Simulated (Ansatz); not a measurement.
# CH7Cl2GaOSi: how energies converge with the basis set

How large a basis does CH7Cl2GaOSi need? Two functionals are run in growing sets.

The runs use Ansatz 0.2.0, Gaussian basis; one geometry, several basis sets.

Levels to be run: PBE0-D4/def2-SVP; ωB97M-V/def2-SVP; PBE0-D4/def2-QZVPP; ωB97M-V/def2-QZVPP; the functionals' def2-TZVPP values are taken from earlier runs.

### 1 Structure used throughout

The geometry comes from an earlier relaxation with PBE0-D4 in a triple-zeta def2 set; it is a stationary point, not always the lowest conformer.

SMILES `[CH3][Ga-]([Cl])([Cl])[OH+][SiH3]`, 13 atoms, charge 0, spin multiplicity 1.

Atoms are counted from 1 here; the program's logs count them from 0.

Bond lengths: C1–Ga2 1.948 Å, C1–H7 1.091 Å, C1–H8 1.091 Å, C1–H9 1.090 Å, Ga2–Cl3 2.176 Å, Ga2–Cl4 2.186 Å, Ga2–O5 2.102 Å, O5–Si6 1.697 Å, O5–H10 0.967 Å, Si6–H11 1.483 Å, Si6–H12 1.474 Å, Si6–H13 1.477 Å. Angles: Ga2–C1–H7 110.2°, Ga2–C1–H8 109.8°, Ga2–C1–H9 110.3°, H7–C1–H8 108.4°, H7–C1–H9 109.4°, H8–C1–H9 108.7°, C1–Ga2–Cl3 120.4°, C1–Ga2–Cl4 120.9°, C1–Ga2–O5 106.8°, Cl3–Ga2–Cl4 112.8°, Cl3–Ga2–O5 96.3°, Cl4–Ga2–O5 90.3°, Ga2–O5–Si6 126.0°, Ga2–O5–H10 102.4°, Si6–O5–H10 117.5°, O5–Si6–H11 106.2°, O5–Si6–H12 104.7°, O5–Si6–H13 110.5° and more.

### 2 PBE0-D4 in def2-SVP

File in.yaml:

```yaml
crystal:
  periodic: [false, false, false]
  atoms:
    - {symbol: C, position_ang: [-0.635983, -2.184020, 0.490106]}
    - {symbol: Ga, position_ang: [-0.771246, -0.296102, 0.950802]}
    - {symbol: Cl, position_ang: [-2.291013, 0.955943, 0.024642]}
    - {symbol: Cl, position_ang: [-0.165378, 0.425224, 2.923142]}
    - {symbol: O, position_ang: [0.883267, 0.663612, 0.078810]}
    - {symbol: Si, position_ang: [0.866327, 1.585979, -1.345937]}
    - {symbol: H, position_ang: [-0.693099, -2.312147, -0.591710]}
    - {symbol: H, position_ang: [-1.458753, -2.736221, 0.946764]}
    - {symbol: H, position_ang: [0.305597, -2.595989, 0.854562]}
    - {symbol: H, position_ang: [1.333600, 1.038803, 0.847394]}
    - {symbol: H, position_ang: [2.285379, 1.791734, -1.722587]}
    - {symbol: H, position_ang: [0.159222, 0.743367, -2.327243]}
    - {symbol: H, position_ang: [0.202679, 2.884917, -1.114044]}
basis:
  gaussian: {orbitals: def2-SVP}
hamiltonian: {xc: pbe0, dispersion: d4}
output: {orbitals: {seedname: orbitals}}
```

Command:

```bash
$ ansatz run in.yaml --threads 4 --pin off --events-out ev --progress --plain --max-ram 11315MiB
```

Further steps of the session: ωB97M-V in def2-SVP; PBE0-D4 in def2-QZVPP; ωB97M-V in def2-QZVPP.

**Question.** What will the summary of the whole plan be? Wanted: PBE0-D4: double and triple zeta above quadruple; ωB97M-V: double and triple zeta above quadruple.

**Answer**, as computed:

| quantity | value |
| --- | --- |
| PBE0-D4: double and triple zeta above quadruple | 24.26, 2.37 eV |
| ωB97M-V: double and triple zeta above quadruple | 24.18, 2.27 eV |

For PBE0-D4 the step from double to triple zeta gains 21.89 eV and the next only 2.37 eV. These are total energies; as a rule much of such shifts cancels in differences, which this series doesn't test. The LUMO of ωB97M-V is positive and keeps falling with the basis (1.35 to 0.48 eV): an unbound level that the basis holds in place.
